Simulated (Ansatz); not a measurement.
TaSi, 2 atoms in the cell. The cell holds a sheet with vacuum, 2 atoms: a = 2.739 Å, b = 2.739 Å, c = 29.017 Å, α = 90.00°, β = 90.00°, γ = 120.00°. The cell was built by a generator and needn't be a form met in nature.

```yaml
Program: Ansatz 0.2.0
Task: projected density of states
Functional: PBE
Potentials_or_basis: all-electron LAPW, scalar-relativistic
Cutoff: 271 eV (chosen from the basis error)
Basis_error_allowed: 0.002 eV/atom
k_mesh: 11 × 11 × 1
Occupations: fermi-dirac, width 0.05 eV
Spin: no spin polarisation
Boundary_across_the_vacuum: open (a slab, not repeated across the vacuum)
```

Potentials or basis: all-electron LAPW, scalar-relativistic.

Command:

```bash
$ ansatz run input.yaml --threads 4 --pin off --max-ram 12288MiB --backend cpu --events-out ev --progress --plain --runs-dir out
```

Hardware: 4 threads of Arm Neoverse V1, on a shared host.

Q: How long does it take, and how much memory?

A: It took 45 s on 4 threads of Arm Neoverse V1, on a shared host, peak memory 0.75 GiB. Counts: scf iterations 14, plane waves 1949, k points 16, bands 33.
